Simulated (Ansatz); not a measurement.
**MgCd3F8: the band gap up the ladder of functionals**

The task here is to estimate one member of a computed series from the others.

Program: Ansatz 0.2.0. PAW datasets, plane waves. Spin-unpolarised throughout. Whether this structure exists isn't addressed.

**The cell**

The cell was relaxed beforehand with r2SCAN.

Space group Cmmm (No. 65), orthorhombic; a = 7.400 Å, b = 10.589 Å, c = 3.768 Å in the conventional setting, 12.30 Å³ an atom. Near Cd stand 8 F at 2.28–2.33 Å; near F stand 1 Mg at 2.16 Å and 3 Cd at 2.33–2.34 Å; near Mg stand 8 F at 2.16–2.25 Å; near F stand 4 Cd at 2.28–2.30 Å; near F stand 2 Mg at 2.25 Å and 2 Cd at 2.33 Å and 5 F at 2.46–2.56 Å.

Structure file:

Space group Cmmm (No. 65). a = 7.400 Å, b = 10.589 Å, c = 3.768 Å, α = 90.00°, β = 90.00°, γ = 90.00°
```csv
atom,site,symmetry,x,y,z
Cd,4e,..2/m,0.2500,0.2500,0.0000
F,8q,..m,0.2651,0.8797,0.5000
Mg,2c,mmm,0.5000,0.0000,0.5000
F,4i,m2m,0.5000,0.6248,0.0000
F,4i,m2m,0.5000,0.8836,0.0000
Cd,2d,mmm,0.0000,0.0000,0.5000
```

The first run:

Contents of input.yaml:

```yaml
crystal:
  lattice:
    - [3.699907485, -5.2947127012, 0.0]
    - [3.699907485, 5.2947127012, 0.0]
    - [0.0, 0.0, 3.7677203578]
  atoms:
    - { symbol: Cd, position: [0.0, 0.5, 0.0] }
    - { symbol: F, position: [0.3854154445, 0.1447637573, 0.5] }
    - { symbol: F, position: [0.1447637573, 0.3854154445, 0.5] }
    - { symbol: Mg, position: [0.5, 0.5, 0.5] }
    - { symbol: F, position: [0.8751925345, 0.1248074655, 0.0] }
    - { symbol: F, position: [0.6163790228, 0.3836209772, 0.0] }
    - { symbol: Cd, position: [0.0, 0.0, 0.5] }
    - { symbol: F, position: [0.3836209772, 0.6163790228, 0.0] }
    - { symbol: F, position: [0.1248074655, 0.8751925345, 0.0] }
    - { symbol: Cd, position: [0.5, 0.0, 0.0] }
    - { symbol: F, position: [0.8552362427, 0.6145845555, 0.5] }
    - { symbol: F, position: [0.6145845555, 0.8552362427, 0.5] }
kpoints:
  mp_grid: { grid: [4, 4, 8] }
  band_path:
    path:
      - [[0.0, 0.0, 0.0], [-0.5, 0.5, -1.400351454747e-18], [-0.3720778688391, 0.6279221311609, -1.400351454747e-18]]
      - [[0.3720778688391, 0.3720778688391, 6.918547437989e-35], [0.0, 0.0, 0.0], [4.107272946305e-34, -4.107272946305e-34, 0.5], [0.3720778688391, 0.3720778688391, 0.5]]
      - [[-0.3720778688391, 0.6279221311609, 0.5], [-0.5, 0.5, 0.5], [-0.5, 0.5, -1.400351454747e-18]]
      - [[0.0, 0.0, 0.0], [-3.304892577091e-17, 0.5, -7.001757273734e-19], [-3.166785028647e-17, 0.5, 0.5], [4.107272946305e-34, -4.107272946305e-34, 0.5], [-0.5, 0.5, 0.5]]
    npoints: 10
hamiltonian:
  xc: pbe
scf:
  occupations: { method: fermi_dirac, width: 0.02 }
  n_extra_bands: 7
output:
  forces: true
  stress: true
  eigenvalues: true
```

Steps of the session up to this table: PBE band path; r2SCAN at the same geometry; HSE06; Single point with PBE+SOC; PBE0 at the same geometry.

One table of the session follows, with a row left open; its other results are not shown here.

| level | gap (eV) |
| --- | --- |
| PBE | 3.31 |
| r2SCAN | ? |
| HSE06 | 5.40 |
| PBE+SOC | 3.31 |
| PBE0 | 6.16 |

Q: Estimate the row for r2SCAN from the others.

As computed: gap (eV): 4.00. In the column «gap (eV)» it lies between PBE+SOC (3.31) and HSE06 (5.40).

Meshes: PBE 4×4×8, r2SCAN 4×4×8, HSE06 4×4×4, PBE+SOC 4×4×8, PBE0 4×4×4

In words: PBE+SOC gives the least gap, 3.31 eV, and PBE0 the largest, 6.16 eV. PBE reaches 61 % of the HSE06 value, and r2SCAN 74 %. PBE0 lies 0.75 eV above HSE06, which differs from it by screening the long-range exchange.

Caveats from the session: Warnings in the runs' records: stress exchange threshold loose, stress scf threshold loose.
